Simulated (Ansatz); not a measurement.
# C₂H₈SiSn: small, medium and large basis sets

The task here is to estimate one member of a computed series from the others.

Computed with Ansatz 0.2.0, Gaussian basis. Level: one geometry, several basis sets.

Levels to be run: PBE0-D4/def2-SVP; ωB97M-V/def2-SVP; PBE0-D4/def2-QZVPP; ωB97M-V/def2-QZVPP; the functionals' def2-TZVPP values are taken from earlier runs.

## The relaxed structure

The geometry comes from an earlier relaxation with PBE0-D4 in a triple-zeta def2 set; it is a stationary point, not always the lowest conformer. Sn takes the def2 core potential; no spin-orbit term is included.

SMILES `[CH2]1[SiH2][CH2][SnH2]1`, 12 atoms, charge 0, spin multiplicity 1.

Atoms are counted from 1 here; the program's logs count them from 0.

Bond lengths: C1–Si2 1.890 Å, C1–Sn4 2.175 Å, C1–H5 1.090 Å, C1–H6 1.090 Å, Si2–C3 1.890 Å, Si2–H7 1.491 Å, Si2–H8 1.491 Å, C3–Sn4 2.175 Å, C3–H9 1.090 Å, C3–H10 1.090 Å, Sn4–H11 1.709 Å, Sn4–H12 1.709 Å. Angles: Si2–C1–Sn4 89.3°, Si2–C1–H5 115.5°, Si2–C1–H6 115.4°, Sn4–C1–H5 113.6°, Sn4–C1–H6 113.5°, H5–C1–H6 108.7°, C1–Si2–C3 98.8°, C1–Si2–H7 112.4°, C1–Si2–H8 112.4°, C3–Si2–H7 112.4°, C3–Si2–H8 112.4°, H7–Si2–H8 108.3°, Si2–C3–Sn4 89.3°, Si2–C3–H9 115.4°, Si2–C3–H10 115.4°, Sn4–C3–H9 113.5°, Sn4–C3–H10 113.6°, H9–C3–H10 108.7° and more.

Coordinates:

```csv
atom,x (Å),y (Å),z (Å)
C1,-0.5072,0.1536,-1.3323
Si2,1.1324,0.5444,-0.4768
C3,0.7059,-0.0706,1.2590
Sn4,-1.2716,-0.6292,0.5471
H5,-0.4555,-0.5919,-2.1263
H6,-1.0606,1.0179,-1.7008
H7,1.4533,2.0000,-0.5011
H8,2.2771,-0.1984,-1.0769
H9,0.6888,0.6945,2.0358
H10,1.2959,-0.9158,1.6147
H11,-1.6102,-2.3039,0.5608
H12,-2.5713,0.2439,1.2310
```

The first run:

File in.yaml:

```yaml
crystal:
  periodic: [false, false, false]
  atoms:
    - {symbol: C, position_ang: [-0.507194, 0.153641, -1.332315]}
    - {symbol: Si, position_ang: [1.132365, 0.544428, -0.476771]}
    - {symbol: C, position_ang: [0.705918, -0.070563, 1.258958]}
    - {symbol: Sn, position_ang: [-1.271599, -0.629196, 0.547107]}
    - {symbol: H, position_ang: [-0.455472, -0.591918, -2.126321]}
    - {symbol: H, position_ang: [-1.060617, 1.017913, -1.700809]}
    - {symbol: H, position_ang: [1.453296, 2.000007, -0.501134]}
    - {symbol: H, position_ang: [2.277068, -0.198411, -1.076879]}
    - {symbol: H, position_ang: [0.688763, 0.694466, 2.035781]}
    - {symbol: H, position_ang: [1.295937, -0.915752, 1.614659]}
    - {symbol: H, position_ang: [-1.610168, -2.303864, 0.560779]}
    - {symbol: H, position_ang: [-2.571296, 0.243949, 1.231044]}
basis:
  gaussian: {orbitals: def2-SVP}
hamiltonian: {xc: pbe0, dispersion: d4}
output: {orbitals: {seedname: orbitals}}
```

Among the steps run: PBE0-D4 in def2-SVP; ωB97M-V in def2-SVP; PBE0-D4 in def2-QZVPP; ωB97M-V in def2-QZVPP.

One table of the session follows, with a row left open; its other results are not shown here.

```
functional       basis  HOMO (eV)  LUMO (eV)
   PBE0-D4    def2-SVP      -7.43      -0.11
   PBE0-D4  def2-TZVPP      -7.44      -0.44
   PBE0-D4  def2-QZVPP          ?          ?
   ωB97M-V    def2-SVP      -9.50       1.58
   ωB97M-V  def2-TZVPP      -9.54       0.97
   ωB97M-V  def2-QZVPP      -9.54       0.75
```

**Question.** Estimate the row for PBE0-D4, def2-QZVPP.

As computed: HOMO (eV): -7.45; LUMO (eV): -0.51. In the column «HOMO (eV)» it lies between ωB97M-V, def2-SVP (-9.50) and PBE0-D4, def2-TZVPP (-7.44).
